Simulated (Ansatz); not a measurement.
# MnO2: the cost of one run

Method: DFT PBE+U, PAW, plane waves, scalar-relativistic; U − J = 6.7 eV on Mn d, in Ansatz 0.2.0.

## 1. The structure to begin with

The structure is tetragonal, space group P4_2/mnm (No. 136). The conventional cell has a = 4.395 Å, b = 4.395 Å, c = 2.860 Å, α = 90.00°, β = 90.00°, γ = 90.00°. Mn (site symmetry mmm) has 6 O at 1.88 Å as nearest neighbours. O (site symmetry m2m) has 3 Mn at 1.88 Å as nearest neighbours.

Structure file:

```xyz
6
Lattice="4.3950 0.0000 0.0000 0.0000 4.3950 0.0000 0.0000 0.0000 2.8600" Properties=species:S:1:pos:R:3 pbc="T T T"
Mn    0.0000    0.0000    0.0000
Mn    2.1975    2.1975    1.4300
O     1.3317    1.3317    0.0000
O     0.8658    3.5292    1.4300
O     3.0633    3.0633    0.0000
O     3.5292    0.8658    1.4300
```

In tables a label like O6 counts atoms in the order of input.yaml; a structure file may count by element.

First come: parallel moments, plain SCF; opposed moments +-, plain SCF; no spin polarisation; spin on, no moments given (the program may seed its own), plain SCF. Further starts follow from what these give.

A plain SCF has the search for lower states switched off and ends at the first converged state. Ends within 0.2 meV/atom and 0.1 μB count as one state.

Site moments are integrals over atomic spheres and don't add up to the total.

## 2. Parallel moments, plain SCF

input.yaml

```yaml
crystal:
  lattice:
    - [4.395, 0.0, 0.0]
    - [0.0, 4.395, 0.0]
    - [0.0, 0.0, 2.86]
  atoms:
    - { symbol: Mn, position: [0.0, 0.0, 0.0], spin: 4.5 }
    - { symbol: Mn, position: [0.5, 0.5, 0.5], spin: 4.5 }
    - { symbol: O, position: [0.303, 0.303, 0.0] }
    - { symbol: O, position: [0.197, 0.803, 0.5] }
    - { symbol: O, position: [0.697, 0.697, 0.0] }
    - { symbol: O, position: [0.803, 0.197, 0.5] }
magnetization:
  spin_polarized: true
hamiltonian:
  xc: pbe
  pseudopotentials: { kind: paw }
  hubbard: { sites: [{ species: Mn, l: d, u_eff: 6.7 }] }
basis:
  ecutwfc: 420
kpoints:
  mp_grid: { grid: [4, 4, 7] }
scf:
  occupations: { method: fermi_dirac, width: 0.1 }
  lower_state_search: "off"
output:
  forces: true
  stress: true
```

Q: Estimate wall time and peak memory on 2 threads of an x86-64 CPU, shared host.

About 5.7 s, with a peak of 0.43 GiB.
